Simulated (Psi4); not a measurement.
**C2H7BO (SMILES CBOC): DSD-PBEP86/cc-pVDZ (density fitting for correlation)**

Aim: the vertical ionisation energy of C2H7BO at DSD-PBEP86/cc-pVDZ (density fitting for correlation), from 2 runs. 

Program for the calculation: Psi4 1.11.

3 further runs of the same task are left out: 3 set aside as unsound or not needed.

**1. The molecule**

C2H7BO: 11 atoms, total charge 0, spin state singlet. As SMILES, `CBOC`. The coordinates come from a PBE0-D4/def2-TZVP relaxation. This is one conformer, not always the lowest.

Bond lengths: C1–B2 1.560 Å, B2–O3 1.348 Å, O3–C4 1.411 Å, C1–H5 1.091 Å, C1–H6 1.096 Å, C1–H7 1.096 Å, B2–H8 1.208 Å, C4–H9 1.092 Å, C4–H10 1.094 Å, C4–H11 1.092 Å. Some angles: C1–B2–O3 119.6°, B2–O3–C4 122.3°, C1–B2–H8 122.0°, O3–B2–H8 118.4°, B2–C1–H5 113.4°, B2–C1–H6 110.3°, B2–C1–H7 110.1°, O3–C4–H9 109.0°, O3–C4–H10 111.4°, O3–C4–H11 109.1°.

**2. A single-point energy at DSD-PBEP86/cc-pVDZ (density fitting for correlation)**

input.in

```
memory 1600 mb

molecule molecule1 {
  C
  B 1 1.560248
  O 2 1.34773 1 119.59292
  C 3 1.410725 2 122.29076 1 179.86667
  H 1 1.091374 2 113.37759 3 0.71452
  H 1 1.095634 5 108.7612 2 -123.06998
  H 1 1.09594 5 108.65502 6 -114.20035
  H 2 1.208086 3 118.35836 4 -0.09506
  H 4 1.092179 3 109.03134 2 121.13208
  H 4 1.093822 9 109.36554 3 122.01601
  H 4 1.092094 9 108.58869 10 119.27445
  symmetry c1
  no_reorient
  no_com
}

set globals {
  puream               true
  e_convergence        1e-09
  d_convergence        1e-08
  scf_type             pk
  dft_radial_points    99
  dft_spherical_points 590
  num_frozen_docc      4
}

result, w = energy('dsd-pbep86/cc-pVDZ', return_wfn=True)
```

Launch:

```console
$ psi4 -n 1 input.in input.out
```

input.out:

```text
Psi4 1.11 release

   => Loading Basis Set <=

    Name: CC-PVDZ
    Role: ORBITAL
    Keyword: BASIS

         ---------------------------------------------------------
                                   SCF
                              RKS Reference
                        1 Threads,   1525 MiB Core
         ---------------------------------------------------------

  ==> Geometry <==

    Molecular point group: c1
    Full point group: C1

    Geometry (in Angstrom), charge = 0, multiplicity = 1:

       Center              X                  Y                   Z               Mass
    ------------   -----------------  -----------------  -----------------  -----------------
         C           -0.000857641352     0.625516770874    -1.886459281006    12.000000000000
         B           -0.000857641352     0.625516770874    -0.326211281006    11.009305360000
         O           -0.000857641352    -0.546409881645     0.339344181758    15.994914619570
         C            0.001917484895    -0.612812599790     1.748502797146    12.000000000000
         H           -0.013350279287    -0.376188321638    -2.319504370470     1.007825032230
         H           -0.863318232792     1.184386042776    -2.266249653573     1.007825032230
         H            0.879366625315     1.159125772711    -2.262692130619     1.007825032230
         H           -0.000147551410     1.649486948211     0.314847495624     1.007825032230
         H           -0.881823781648    -1.161774304470     2.080914272047     1.007825032230
         H           -0.002205682880     0.385756892738     2.194920242777     1.007825032230
         H            0.891839642808    -1.153174486985     2.078225238845     1.007825032230

  Running in c1 symmetry.

  Rotational constants: A =      1.21038  B =      0.12876  C =      0.12161 [cm^-1]
  Rotational constants: A =  36286.17194  B =   3859.97823  C =   3645.69407 [MHz]
  Nuclear repulsion =  114.537302889006583

  Charge       = 0
  Multiplicity = 1
  Electrons    = 32
  Nalpha       = 16
  Nbeta        = 16

  ==> Algorithm <==

  SCF Algorithm Type is PK.
  DIIS enabled.
  MOM disabled.
  Fractional occupation disabled.
  Guess Type is SAD.
  Energy threshold   = 1.00e-09
  Density threshold  = 1.00e-08
  Integral threshold = 1.00e-12

  ==> Primary Basis <==

  Basis Set: CC-PVDZ
    Blend: CC-PVDZ
    Number of shells: 45
    Number of basis functions: 91
    Number of Cartesian functions: 95
    Spherical Harmonics?: true
    Max angular momentum: 2

  ==> DFT Potential <==

   => LibXC <=

    Version 7.1.2

   => Composite Functional: DSD-PBEP86 <=

    DSD-PBEP86 SCS Double Hybrid XC Functional (not dispersion corrected)

    Deriv               =              1
    GGA                 =           TRUE
    Meta                =          FALSE

    Exchange Hybrid     =           TRUE
    MP2 Hybrid          =           TRUE

   => Exchange Functionals <=

    0.2800     XC_GGA_X_PBE

   => Exact (HF) Exchange <=

    0.7200               HF

   => Correlation Functionals <=

    0.4400     XC_GGA_C_P86

   => MP2 Correlation <=

    MP2 SCS Hybrid      =           TRUE
    MP2 OS Alpha        =       0.510000
    MP2 SS Alpha        =       0.360000

   => LibXC Density Thresholds  <==

    XC_GGA_C_P86:  1.00E-15
    XC_GGA_X_PBE:  1.00E-15

   => Molecular Quadrature <=

    Radial Scheme          =       TREUTLER
    Pruning Scheme         =           NONE
    Nuclear Scheme         =       TREUTLER

    Blocking Scheme        =         OCTREE
    BS radius alpha        =              1
    Pruning alpha          =              1
    Radial Points          =             99
    Spherical Points       =            590
    Total Points           =         607007
    Total Blocks           =           4280
    Max Points             =            256
    Max Functions          =             91
    Weights Tolerance      =       1.00E-15

  ==> Integral Setup <==

  Using in-core PK algorithm.
   Calculation information:
      Number of atoms:                  11
      Number of AO shells:              45
      Number of primitives:            123
      Number of atomic orbitals:        95
      Number of basis functions:        91

      Integral cutoff                 1.00e-12
      Number of threads:                 1

  Performing in-core PK
  Using 17526782 doubles for integral storage.
  We computed 512100 shell quartets total.
  Whereas there are 536130 unique shell quartets.

  ==> DiskJK: Disk-Based J/K Matrices <==

    J tasked:                  Yes
    K tasked:                  Yes
    wK tasked:                  No
    Memory [MiB]:              523
    Schwarz Cutoff:          1E-12

  Cached 33.3% of DFT collocation blocks in 0.430 [GiB].

  Minimum eigenvalue in the overlap matrix is 8.0094062601E-03.
  Reciprocal condition number of the overlap matrix is 1.5255129229E-03.
    Using symmetric orthogonalization.

  ==> Pre-Iterations <==

  SCF Guess: Superposition of Atomic Densities via on-the-fly atomic UHF (no occupation information).

   -------------------------
    Irrep   Nso     Nmo
   -------------------------
     A         91      91
   -------------------------
    Total      91      91
   -------------------------

  ==> Iterations <==

                        Total Energy        Delta E     RMS |[F,P]|

   @RKS iter SAD:  -178.96050268569317   -1.78961e+02   0.00000e+00
   @RKS iter   1:  -179.71628381514194   -7.55781e-01   5.65556e-03 DIIS/ADIIS
   @RKS iter   2:  -179.80468214443411   -8.83983e-02   3.75082e-03 DIIS/ADIIS
   @RKS iter   3:  -179.85487553997982   -5.01934e-02   6.36090e-04 DIIS/ADIIS
   @RKS iter   4:  -179.85615750082425   -1.28196e-03   2.20954e-04 DIIS/ADIIS
   @RKS iter   5:  -179.85637359420278   -2.16093e-04   2.78293e-05 DIIS
   @RKS iter   6:  -179.85637799462884   -4.40043e-06   7.02215e-06 DIIS
   @RKS iter   7:  -179.85637828560132   -2.90972e-07   1.62226e-06 DIIS
   @RKS iter   8:  -179.85637830201662   -1.64153e-08   4.21980e-07 DIIS
   @RKS iter   9:  -179.85637830313652   -1.11990e-09   1.10310e-07 DIIS
   @RKS iter  10:  -179.85637830321849   -8.19682e-11   1.70424e-08 DIIS
   @RKS iter  11:  -179.85637830322216   -3.66640e-12   2.98226e-09 DIIS
  Energy and wave function converged.

  ==> Post-Iterations <==

   Electrons on quadrature grid:
      Ntotal   =   32.0000002014 ; deviation = 2.014e-07

    Orbital Energies [Eh]
    ---------------------

    Doubly Occupied:

       1A    -20.075394     2A    -10.913920     3A    -10.824590
       4A     -7.310408     5A     -1.265327     6A     -0.877711
       7A     -0.842332     8A     -0.655582     9A     -0.585971
      10A     -0.576057    11A     -0.528070    12A     -0.489941
      13A     -0.469239    14A     -0.451110    15A     -0.415304
      16A     -0.390595

    Virtual:

      17A      0.102242    18A      0.155283    19A      0.166541
      20A      0.204303    21A      0.217583    22A      0.220982
      23A      0.227449    24A      0.241874    25A      0.270130
      26A      0.341904    27A      0.383119    28A      0.436071
      29A      0.464466    30A      0.486313    31A      0.563552
      32A      0.566995    33A      0.603764    34A      0.639155
      35A      0.688003    36A      0.715876    37A      0.755619
      38A      0.756000    39A      0.776227    40A      0.787298
      41A      0.789099    42A      0.823081    43A      0.843779
      44A      0.871070    45A      0.897129    46A      0.940785
      47A      1.026618    48A      1.062802    49A      1.102914
      50A      1.186896    51A      1.278304    52A      1.294814
      53A      1.376000    54A      1.396552    55A      1.418116
      56A      1.473772    57A      1.535809    58A      1.568397
      59A      1.599939    60A      1.728131    61A      1.734829
      62A      1.776532    63A      1.782381    64A      1.812474
      65A      1.848568    66A      1.854739    67A      1.872645
      68A      1.883339    69A      1.905048    70A      2.039792
      71A      2.046833    72A      2.055193    73A      2.184356
      74A      2.206187    75A      2.256290    76A      2.269399
      77A      2.347929    78A      2.351331    79A      2.381413
      80A      2.571161    81A      2.615197    82A      2.639917
      83A      2.660259    84A      2.668731    85A      2.703658
      86A      2.783809    87A      3.088685    88A      3.234562
      89A      3.244006    90A      3.539918    91A      3.583025

    Final Occupation by Irrep:
              A
    DOCC [    16 ]
    NA   [    16 ]
    NB   [    16 ]

  @RKS Final Energy:  -179.85637830322216

   => Energetics <=

    Nuclear Repulsion Energy =            114.5373028890065825
    One-Electron Energy =                -470.1083528021261486
    Two-Electron Energy =                 183.1756701234562570
    DFT Exchange-Correlation Energy =      -7.4609985135588532
    Empirical Dispersion Energy =           0.0000000000000000
    VV10 Nonlocal Energy =                  0.0000000000000000
    Total Energy =                       -179.8563783032221579

Computation Completed

Properties will be evaluated at   0.000000,   0.000000,   0.000000 [a0]

Properties computed using the SCF density matrix

 Multipole Moments:

 ------------------------------------------------------------------------------------
     Multipole            Electronic (a.u.)      Nuclear  (a.u.)        Total (a.u.)
 ------------------------------------------------------------------------------------

 L = 1.  Multiply by 2.5417464519 to convert [e a0] to [Debye]
 Dipole X            :         -0.0081232            0.0105267            0.0024034
 Dipole Y            :         -0.9449001            0.9829380            0.0380378
 Dipole Z            :          0.3002743            0.1444114            0.4446857
 Magnitude           :                                                    0.4463160

 ------------------------------------------------------------------------------------

	total time  =         25 seconds =       0.42 minutes

   => Loading Basis Set <=

    Name: (CC-PVDZ AUX)
    Role: RIFIT
    Keyword: DF_BASIS_MP2

	 --------------------------------------------------------
	                          DF-MP2
	      2nd-Order Density-Fitted Moller-Plesset Theory
	              RMP2 Wavefunction,   1 Threads

	 --------------------------------------------------------

   => Auxiliary Basis Set <=

  Basis Set: (CC-PVDZ AUX)
    Blend: CC-PVDZ-RI
    Number of shells: 114
    Number of basis functions: 322
    Number of Cartesian functions: 369
    Spherical Harmonics?: true
    Max angular momentum: 3

	 --------------------------------------------------------
	                 NBF =    91, NAUX =   322
	 --------------------------------------------------------
	   CLASS    FOCC     OCC    AOCC    AVIR     VIR    FVIR
	   PAIRS       4      16      12      75      75       0
	 --------------------------------------------------------

	-----------------------------------------------------------
	 ==================> DF-MP2 Energies <====================
	-----------------------------------------------------------
	 Reference Energy          =    -179.8563783032221579 [Eh]
	 Singles Energy            =      -0.0000000000000000 [Eh]
	 Same-Spin Energy          =      -0.1460781003207958 [Eh]
	 Opposite-Spin Energy      =      -0.4801788501632716 [Eh]
	 Correlation Energy        =      -0.6262569504840674 [Eh]
	 Total Energy              =    -180.4826352537062348 [Eh]
	-----------------------------------------------------------
	 ================> DF-SCS-MP2 Energies <==================
	-----------------------------------------------------------
	 SCS Same-Spin Scale       =       0.3600000000000000 [-]
	 SCS Opposite-Spin Scale   =       0.5100000000000000 [-]
	 SCS Same-Spin Energy      =      -0.0525881161154865 [Eh]
	 SCS Opposite-Spin Energy  =      -0.2448912135832685 [Eh]
	 SCS Correlation Energy    =      -0.6249073203028578 [Eh]
	 SCS Total Energy          =    -180.4812856235250251 [Eh]
	-----------------------------------------------------------

    DSD-PBEP86 Energy Summary
    -------------------------
    DFT Reference Energy                  =  -179.8563783032221579
    Scaled MP2 Correlation                =    -0.2974793296987550
    @Final double-hybrid DFT total energy =  -180.1538576329209036

	total time  =          0 seconds =       0.00 minutes

    Psi4 run time: 0:00:25.07
```

It took 26 s on 1 thread of Intel Xeon Platinum 8559C (Emerald Rapids), shared host; peak memory 0.86 GiB.

[end of part 1 of 2]
